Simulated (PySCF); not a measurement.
# C8H7BrO: excited states, first hyperpolarisability

Aim: compute the excited states, first hyperpolarisability of C8H7BrO (`CC(=O)c1ccc(Br)cc1`).

Programs: PySCF 2.14.0, with routines of our own; each step states its level. All values are computed. Atoms count from 0.

### 1 The starting structure

17 atoms, charge 0, multiplicity 1; geometry from: GFN2-xTB.

### 2 Geometry optimisation at PBE0-D3(BJ)/def2-SVP

The job: settings as JSON, then the geometry in Å.

```
{"job": {"xc": "PBE0", "basis": "def2-SVP", "d3": "d3bj", "grid": 2, "kind": "geom"}, "charge": 0, "multiplicity": 1}
C     -2.634633    -0.762004    -0.060743
C     -1.762540     0.368819     0.421440
O     -2.222580     1.332149     0.990622
C     -0.299523     0.252151     0.167842
C      0.521309     1.277861     0.640352
C      1.887067     1.244684     0.448112
C      2.441117     0.167918    -0.226019
Br     4.323288     0.100568    -0.497230
C      1.649166    -0.862751    -0.707348
C      0.282243    -0.818876    -0.509250
H     -2.554099    -0.859108    -1.141360
H     -2.326790    -1.698011     0.400063
H     -3.667859    -0.553880     0.204579
H      0.059925     2.102667     1.162525
H      2.516851     2.039587     0.816876
H      2.100703    -1.692368    -1.229579
H     -0.320642    -1.627374    -0.890792
```

Command:

```
$ OMP_NUM_THREADS=1 python excited_run.py task.json out
```

This one command runs all jobs of the session in turn.

What it wrote:

```text
step   0  E = -2957.13413058  max force = 0.013972
step   1  E = -2957.13552688  max force = 0.003531
step   2  E = -2957.13555721  max force = 0.001135
step   3  E = -2957.13556236  max force = 0.001106
step   4  E = -2957.13557030  max force = 0.000291
optimisation converged
```

It took 2 min on 1 thread of Arm Neoverse V1, shared host; peak memory 0.96 GiB.

Relaxation path:

| step | energy from step 0 (eV) | largest force component (eV/Å) |
| --- | --- | --- |
| 0 | 0.0000 | 0.7185 |
| 1 | -0.0380 | 0.1816 |
| 2 | -0.0388 | 0.0584 |
| 3 | -0.0390 | 0.0569 |
| 4 | -0.0392 | 0.0150 |

Distances of close pairs at the start and the end, largest changes first:

| bond | before (Å) | after (Å) | change (Å) |
| --- | --- | --- | --- |
| C6–Br7 | 1.903 | 1.883 | -0.020 |
| C9–H16 | 1.078 | 1.092 | +0.013 |
| C0–H11 | 1.088 | 1.101 | +0.013 |
| C0–H10 | 1.088 | 1.101 | +0.013 |
| C4–H13 | 1.080 | 1.092 | +0.012 |
| C5–H14 | 1.079 | 1.091 | +0.012 |
| C8–H15 | 1.079 | 1.091 | +0.012 |
| C5–C6 | 1.386 | 1.397 | +0.011 |

The end geometry stands in the next job.

| at the end point | value |
| --- | --- |
| point group (found at 0.08 Å tolerance) | Cs |
| rotational constants (GHz, main isotopes) | 3.685, 0.372, 0.339 |
| dipole moment (D) | 2.31 |

### 3 Excited states: TDA wB97X-D/aug-cc-pVDZ

The job: settings as JSON, then the geometry in Å.

```
{"job": {"kind": "states", "xc": "wB97X-D", "basis": "aug-cc-pVDZ", "tda": true, "soc": true, "nstates": 6, "ntriplets": 5, "nquad": 4}, "charge": 0, "multiplicity": 1}
C     -3.576534    -0.880174     0.061617
C     -2.685188     0.226038     0.567074
O     -3.140915     1.174376     1.167339
C     -1.212758     0.129364     0.311197
C     -0.397258     1.167140     0.779996
C      0.975953     1.143873     0.578983
C      1.542455     0.064061    -0.101880
Br     3.403909     0.020037    -0.381232
C      0.752467    -0.981516    -0.577960
C     -0.622887    -0.942689    -0.368473
H     -3.491412    -0.986321    -1.030951
H     -3.293876    -1.846304     0.507965
H     -4.614190    -0.645873     0.326656
H     -0.876100     1.994393     1.308337
H      1.609931     1.953333     0.944615
H      1.212444    -1.817181    -1.107561
H     -1.233935    -1.765494    -0.744680
```

Method: TDA wB97X-D/aug-cc-pVDZ excited states, vertical, gas phase, spin-orbit mean-field couplings.

What it wrote:

```text
coarse grid: 71256 points
cycle   1  E = -2958.2227347264  dE =  1.085e+00  |g| = 8.496e-01  |ddm| = 4.879e+01
cycle   2  E = -2958.0353036997  dE =  1.874e-01  |g| = 1.362e+00  |ddm| = 8.354e+00
cycle   3  E = -2958.3873876052  dE = -3.521e-01  |g| = 7.951e-02  |ddm| = 4.472e+00
cycle   4  E = -2958.3885117304  dE = -1.124e-03  |g| = 5.790e-02  |ddm| = 8.979e-01
cycle   5  E = -2958.3893404914  dE = -8.288e-04  |g| = 1.653e-02  |ddm| = 4.911e-01
cycle   6  E = -2958.3894186674  dE = -7.818e-05  |g| = 4.978e-03  |ddm| = 1.462e-01
cycle   7  E = -2958.3894289910  dE = -1.032e-05  |g| = 1.596e-03  |ddm| = 4.731e-02
cycle   8  E = -2958.3894303635  dE = -1.373e-06  |g| = 6.584e-04  |ddm| = 1.712e-02
final grid: 151552 points
cycle   9  E = -2958.3884809150  dE = -2.323e-06  |g| = 9.934e-04  |ddm| = 2.399e-01
cycle  10  E = -2958.3884809765  dE = -6.149e-08  |g| = 9.864e-04  |ddm| = 1.712e-02
cycle  11  E = -2958.3884812160  dE = -2.395e-07  |g| = 1.671e-04  |ddm| = 8.296e-03
cycle  12  E = -2958.3884812229  dE = -6.931e-09  |g| = 9.509e-05  |ddm| = 1.767e-03
cycle  13  E = -2958.3884812260  dE = -3.044e-09  |g| = 2.911e-05  |ddm| = 8.836e-04
cycle  14  E = -2958.3884812264  dE = -3.811e-10  |g| = 1.181e-05  |ddm| = 3.530e-04
converged SCF energy = -2958.3884812264

Singlet excitations
state   eV       nm        f     d(h-e)  d(exc)  Lambda  PR(NTO)  |dmu|/D   mu/D   main configurations
  1   3.9923   310.6   0.00011   1.076   2.683   0.437   1.006    3.115    3.321   H-1->L 0.86, H-1->L+9 0.10
  2   5.0587   245.1   0.00785   0.522   2.995   0.574   1.935    1.616    3.059   H-2->L 0.58, H->L+1 0.38
  3   5.3364   232.3   0.47833   1.439   3.532   0.691   1.232    4.474    5.317   H->L 0.88
  4   5.9726   207.6   0.00001   0.954   3.222   0.337   1.027    3.725    4.178   H->L+5 0.60, H->L+2 0.10
  5   6.3732   194.5   0.00002   2.862   3.887   0.179   1.006                     H-1->L+1 0.97
  6   6.4581   192.0   0.00001   2.845   4.075   0.222   1.016                     H-3->L 0.85

Triplet excitations (Tamm-Dancoff)
state   eV     d(h-e)  d(exc)  Lambda  PR(NTO)   main configurations
  1   3.5019   0.992   2.590   0.433   1.006   H-1->L 0.83, H-1->L+9 0.12
  2   3.6369   0.490   2.978   0.688   1.230   H->L 0.78
  3   4.4197   0.515   2.913   0.559   1.197   H-2->L 0.86
  4   4.6594   0.160   2.640   0.842   1.188   H-2->L+1 0.85
  5   4.9023   0.412   2.942   0.597   1.172   H->L+1 0.82, H-2->L 0.08
S1 - T1 = 0.4904 eV

Spin-orbit couplings |<S|Hso|T>| (cm-1)
             T1       T2       T3       T4       T5
S0       50.447    0.562    2.894    0.590    5.453
S1        0.201    9.460    2.441    3.527    1.104
S2        1.322    0.392    0.038    0.128    0.008
S3        6.742    0.103    0.219    0.024    0.097
S4        1.220   99.171    9.954   24.962   18.831
S5        0.278    4.809    4.086    1.396   22.784
S6       11.912  331.505   41.826  123.031   48.255
T1 sublevels (cm-1): 0.000 0.004 0.187   radiative rates (1/s): 0.0774 0.686 760
```

Run time: 2.6 min. Hardware: 1 thread of Arm Neoverse V1, shared host; peak memory 1.3 GiB.

Key values:

| quantity | value |
| --- | --- |
| S1 less T1 | 0.49 eV |

The fields below are evaluated on a grid from the run's orbitals.

Frontier orbitals at wB97X-D/aug-cc-pVDZ, with the share of their density that lies nearest to each atom:

| orbital | energy (eV) | lies on |
| --- | --- | --- |
| HOMO | -9.07 | Br7 31 %; C3, C6 about 18 % each; C8 9 % |
| LUMO | -0.26 | C1, C6 about 18 % each; O2 15 %; C3 13 % |

ELF in a plane through or near 15 of the atoms.

Ten even steps from '0' (0.00) to '9' (1.00):
```
0000000000000000000000000000
0000000000000000000000000000
0000000000000000000000000000
0000000000018810122100000000
0000000770049950576420000000
0000006997059971888850000000
0000005998357951745850000000
0001200893367542487200100000
0026761052275938686259950000
0038886369612387869699980000
0037442825512884154769960000
0026244856857253025256610000
0016524426139279304530000000
0005888108974599800100000000
0003676019991299800000000000
0000121029981026200000000000
0000000008950000000000000000
0000000000000000000000000000
0000000000000000000000000000
0000000000000000000000000000
```
The map spans 13.8 Å across and 10.0 Å up, centred on the molecule. Atoms in the plane (x, y in Å): C0 (2.7, -0.3), C1 (1.7, 0.8), O2 (2.0, 1.9), C3 (0.2, 0.3), C4 (-0.7, 1.3), C5 (-2.1, 1.0), C6 (-2.5, -0.3), Br7 (-4.3, -0.7), C8 (-1.5, -1.3), C9 (-0.2, -1.0), H12 (3.7, 0.2), H13 (-0.4, 2.4), H14 (-2.8, 1.8), H15 (-1.8, -2.4), H16 (0.6, -1.8).

On the surface of density 0.002 e/bohr³ the electrostatic potential runs, from the 1st to the 99th percentile, from -1.55 V near O2 to 1.35 V near H16.

### 4 Excited states: TDDFT CAM-B3LYP/aug-cc-pVDZ

Settings changed since step 3:

```diff
@@ -1,2 +1,2 @@
-{"job": {"kind": "states", "xc": "wB97X-D", "basis": "aug-cc-pVDZ", "tda": true, "soc": true, "nstates": 6, "ntriplets": 5, "nquad": 4}, "charge": 0, "multiplicity": 1}
+{"job": {"kind": "states", "xc": "CAM-B3LYP", "basis": "aug-cc-pVDZ", "tpa": true, "nstates": 8, "nquad": 6, "ntriplets": 0}, "charge": 0, "multiplicity": 1}
 C     -3.576534    -0.880174     0.061617
```

Level: TDDFT CAM-B3LYP/aug-cc-pVDZ excited states, vertical, gas phase, two-photon moments by quadratic response.

What it wrote:

```text
coarse grid: 71256 points
cycle   1  E = -2958.2266029984  dE =  1.005e+00  |g| = 8.415e-01  |ddm| = 5.813e+01
cycle   2  E = -2957.9638317543  dE =  2.628e-01  |g| = 1.475e+00  |ddm| = 9.642e+00
cycle   3  E = -2958.3841590676  dE = -4.203e-01  |g| = 9.333e-02  |ddm| = 5.454e+00
cycle   4  E = -2958.3855320222  dE = -1.373e-03  |g| = 6.471e-02  |ddm| = 1.078e+00
cycle   5  E = -2958.3865176907  dE = -9.857e-04  |g| = 1.932e-02  |ddm| = 5.352e-01
cycle   6  E = -2958.3866147932  dE = -9.710e-05  |g| = 5.287e-03  |ddm| = 1.513e-01
cycle   7  E = -2958.3866237185  dE = -8.925e-06  |g| = 1.716e-03  |ddm| = 4.630e-02
final grid: 151552 points
cycle   8  E = -2958.3866002480  dE = -1.353e-07  |g| = 2.024e-03  |ddm| = 5.572e-02
cycle   9  E = -2958.3865991841  dE =  1.064e-06  |g| = 3.058e-03  |ddm| = 2.557e-02
cycle  10  E = -2958.3866013372  dE = -2.153e-06  |g| = 2.086e-04  |ddm| = 1.378e-02
cycle  11  E = -2958.3866013502  dE = -1.299e-08  |g| = 1.110e-04  |ddm| = 1.617e-03
cycle  12  E = -2958.3866013545  dE = -4.319e-09  |g| = 5.256e-05  |ddm| = 1.318e-03
cycle  13  E = -2958.3866013555  dE = -9.268e-10  |g| = 1.257e-05  |ddm| = 4.783e-04
converged SCF energy = -2958.3866013555

Singlet excitations
state   eV       nm        f     d(h-e)  d(exc)  Lambda  PR(NTO)  |dmu|/D   mu/D   delta(TPA)   sigma/GM   main configurations
  1   3.9703   312.3   0.00011   1.083   2.699   0.432   1.008    3.093    3.243        0.07      0.000   H-1->L 0.86, H-1->L+9 0.10
  2   4.9974   248.1   0.02061   0.524   3.001   0.574   1.881    1.800    3.208       23.32      0.213   H-2->L 0.59, H->L+2 0.33
  3   5.0928   243.4   0.37491   1.372   3.522   0.680   1.265    4.242    5.174      755.50      7.179   H->L 0.88
  4   5.8527   211.8   0.00019   1.014   3.361   0.329   1.031    3.807    4.145        2.45      0.031   H->L+5 0.56, H->L+1 0.15
  5   6.1507   201.6   0.16608   1.240   3.389   0.567   2.079    3.537    4.479       25.68      0.356   H->L+2 0.60, H-2->L 0.36
  6   6.3734   194.5   0.00000   2.921   4.215   0.217   1.052    9.118    9.710        0.28      0.004   H-3->L 0.87
  7   6.3872   194.1   0.00002   2.752   3.933   0.181   1.047                                            H-1->L+2 0.95
  8   6.5216   190.1   0.00905   0.838   4.595   0.236   1.077                                            H->L+1 0.57, H->L+3 0.19, H->L+5 0.12
```

Wall time 3.5 min (1 thread of Arm Neoverse V1, shared host); peak memory 1.5 GiB.

### 5 First hyperpolarisability: quadratic response CAM-B3LYP/aug-cc-pVDZ

Settings changed since step 4:

```diff
@@ -1,2 +1,2 @@
-{"job": {"kind": "states", "xc": "CAM-B3LYP", "basis": "aug-cc-pVDZ", "tpa": true, "nstates": 8, "nquad": 6, "ntriplets": 0}, "charge": 0, "multiplicity": 1}
+{"job": {"kind": "beta", "xc": "CAM-B3LYP", "basis": "aug-cc-pVDZ"}, "charge": 0, "multiplicity": 1}
 C     -3.576534    -0.880174     0.061617
```

Level: quadratic response CAM-B3LYP/aug-cc-pVDZ first hyperpolarisability, Taylor convention, gas phase.

What it wrote:

```text
coarse grid: 71256 points
cycle   1  E = -2958.2266029984  dE =  1.005e+00  |g| = 8.415e-01  |ddm| = 5.813e+01
cycle   2  E = -2957.9638317543  dE =  2.628e-01  |g| = 1.475e+00  |ddm| = 9.642e+00
cycle   3  E = -2958.3841590676  dE = -4.203e-01  |g| = 9.333e-02  |ddm| = 5.454e+00
cycle   4  E = -2958.3855320222  dE = -1.373e-03  |g| = 6.471e-02  |ddm| = 1.078e+00
cycle   5  E = -2958.3865176907  dE = -9.857e-04  |g| = 1.932e-02  |ddm| = 5.352e-01
cycle   6  E = -2958.3866147932  dE = -9.710e-05  |g| = 5.287e-03  |ddm| = 1.513e-01
cycle   7  E = -2958.3866237185  dE = -8.925e-06  |g| = 1.716e-03  |ddm| = 4.630e-02
final grid: 151552 points
cycle   8  E = -2958.3866002480  dE = -1.353e-07  |g| = 2.024e-03  |ddm| = 5.572e-02
cycle   9  E = -2958.3865991841  dE =  1.064e-06  |g| = 3.058e-03  |ddm| = 2.557e-02
cycle  10  E = -2958.3866013372  dE = -2.153e-06  |g| = 2.086e-04  |ddm| = 1.378e-02
cycle  11  E = -2958.3866013502  dE = -1.299e-08  |g| = 1.110e-04  |ddm| = 1.617e-03
cycle  12  E = -2958.3866013545  dE = -4.319e-09  |g| = 5.256e-05  |ddm| = 1.318e-03
cycle  13  E = -2958.3866013555  dE = -9.268e-10  |g| = 1.257e-05  |ddm| = 4.783e-04
converged SCF energy = -2958.3866013555

Lowest singlets (eV, f): 3.9703 0.0001  4.9974 0.0206  5.0928 0.3749

First hyperpolarisability (au)
process     nm      |vector|   parallel      HRS      DR
static         -      610.90      -0.77     276.18   3.895
shg       1907.0      683.47       3.28     306.93   3.976
eope      1907.0      633.85       0.49          -       -
shg       1064.0      893.12      15.66     395.38   4.164
eope      1064.0      689.03        3.6          -       -
```

Run time: 2.7 min. Hardware: 1 thread of Arm Neoverse V1, shared host; peak memory 1.4 GiB.

### 6 Excited states: TDA wB97X-D/aug-cc-pVDZ in ethanol

Settings changed since step 5:

```diff
@@ -1,2 +1,2 @@
-{"job": {"kind": "beta", "xc": "CAM-B3LYP", "basis": "aug-cc-pVDZ"}, "charge": 0, "multiplicity": 1}
+{"job": {"kind": "states", "xc": "wB97X-D", "basis": "aug-cc-pVDZ", "tda": true, "soc": true, "nstates": 6, "ntriplets": 5, "nquad": 4, "solvent": "ethanol"}, "charge": 0, "multiplicity": 1}
 C     -3.576534    -0.880174     0.061617
```

With the program's defaults for keys left out, this is: TDA wB97X-D/aug-cc-pVDZ excited states, vertical, IEF-PCM ethanol (non-equilibrium response), spin-orbit mean-field couplings.

What it wrote:

```text
coarse grid: 71256 points
cycle   1  E = -2958.2488479870  dE =  1.060e+00  |g| = 8.187e-01  |ddm| = 4.883e+01
cycle   2  E = -2958.1349360104  dE =  1.139e-01  |g| = 1.194e+00  |ddm| = 8.365e+00
cycle   3  E = -2958.3978775485  dE = -2.629e-01  |g| = 6.790e-02  |ddm| = 4.290e+00
cycle   4  E = -2958.3988206152  dE = -9.431e-04  |g| = 4.829e-02  |ddm| = 9.317e-01
cycle   5  E = -2958.3994164820  dE = -5.959e-04  |g| = 1.223e-02  |ddm| = 4.514e-01
cycle   6  E = -2958.3994634959  dE = -4.701e-05  |g| = 4.011e-03  |ddm| = 1.431e-01
cycle   7  E = -2958.3994712555  dE = -7.760e-06  |g| = 1.292e-03  |ddm| = 4.319e-02
final grid: 151552 points
cycle   8  E = -2958.3985298238  dE = -3.175e-06  |g| = 1.108e-03  |ddm| = 2.375e-01
cycle   9  E = -2958.3985300480  dE = -2.242e-07  |g| = 1.125e-03  |ddm| = 2.081e-02
cycle  10  E = -2958.3985303827  dE = -3.347e-07  |g| = 1.687e-04  |ddm| = 1.002e-02
cycle  11  E = -2958.3985304145  dE = -3.180e-08  |g| = 1.105e-04  |ddm| = 5.085e-03
cycle  12  E = -2958.3985304228  dE = -8.306e-09  |g| = 3.749e-05  |ddm| = 2.531e-03
cycle  13  E = -2958.3985304236  dE = -8.085e-10  |g| = 2.055e-05  |ddm| = 7.005e-04
converged SCF energy = -2958.3985304236

Singlet excitations
state   eV       nm        f     d(h-e)  d(exc)  Lambda  PR(NTO)  |dmu|/D   mu/D   main configurations
  1   4.1252   300.6   0.00014   1.043   2.679   0.446   1.006    3.437    4.037   H-1->L 0.87, H-1->L+9 0.10
  2   5.0298   246.5   0.01759   0.585   3.003   0.571   1.808    2.052    4.293   H-2->L 0.65, H->L+1 0.31
  3   5.2404   236.6   0.61061   1.441   3.512   0.687   1.173    5.232    6.690   H->L 0.91
  4   6.0298   205.6   0.00002   1.052   3.218   0.337   1.024    4.465    5.355   H->L+5 0.62, H->L+8 0.09, H->L+2 0.08
  5   6.4112   193.4   0.27769   1.248   3.356   0.572   2.006                     H->L+1 0.60, H-2->L 0.30
  6   6.5111   190.4   0.00000   2.682   4.029   0.236   1.026                     H-3->L 0.81

Triplet excitations (Tamm-Dancoff)
state   eV     d(h-e)  d(exc)  Lambda  PR(NTO)   main configurations
  1   3.6529   0.477   2.967   0.681   1.240   H->L 0.77
  2   3.6616   0.932   2.604   0.449   1.025   H-1->L 0.82, H-1->L+9 0.11
  3   4.3447   0.575   2.923   0.554   1.106   H-2->L 0.90
  4   4.6738   0.163   2.635   0.852   1.212   H-2->L+1 0.88, H->L 0.08
  5   4.9845   0.354   2.932   0.597   1.106   H->L+1 0.89
S1 - T1 = 0.4723 eV

Spin-orbit couplings |<S|Hso|T>| (cm-1)
             T1       T2       T3       T4       T5
S0        7.846   48.413    2.412    0.090    5.937
S1        7.201    1.175    2.139    2.406    0.832
S2        0.413    1.248    0.028    0.130    0.006
S3        0.820    5.170    0.250    0.013    0.062
S4       96.748   15.601    7.985   26.145   15.927
S5        0.843    4.649    0.066    0.193    0.067
S6      304.488   51.307   30.013  120.601   21.322
T1 sublevels (cm-1): 0.000 3.821 4.125   radiative rates (1/s): 2.12 0.363 16.2
```

Wall time 2.4 min (1 thread of Arm Neoverse V1, shared host); peak memory 1.4 GiB.

In short:

| quantity | value |
| --- | --- |
| S1 less T1 | 0.47 eV |

### 7 What came out

| quantity | value |
| --- | --- |
| point group | Cs |
| rotational constants (main isotopes) | 3.69, 0.37, 0.34 GHz |
| S1 less T1 (step 3, TDA wB97X-D/aug-cc-pVDZ) | 0.49 eV |
| surface potential, 1st and 99th percentile | -1.55 V and 1.35 V |
| β vector (step 5, quadratic response CAM-B3LYP/aug-cc-pVDZ) | static 611, SHG 1907.0 nm 683, SHG 1064.0 nm 893 au |
| S1 less T1 (step 6, TDA wB97X-D/aug-cc-pVDZ in ethanol) | 0.47 eV |

The optimisation took 4 steps and gained 0.039 eV; among the close pairs (by a distance rule), C6–Br7 changed most, from 1.903 to 1.883 Å. No frequency check was run at this level, so the end point may be a saddle. Scalar relativity is left out for the heavy atoms. In step 3, the number of triplets below S1 is 2, and the largest singlet-triplet spin-orbit coupling is S6–T2, 331.50 cm⁻¹. Steps that list no spin-orbit terms leave them out, which matters at and beside the heavy atoms. β grows from 611 au (static) to 893 au for doubling at 1064.0 nm: normal dispersion, which grows as twice the photon energy moves toward the bright states. In step 6, the number of triplets below S1 is 2, and the largest singlet-triplet spin-orbit coupling is S6–T1, 304.49 cm⁻¹. The orbital labels of the leading configurations differ from run to run, so check that S1 and T1 are the same states before comparing rows.
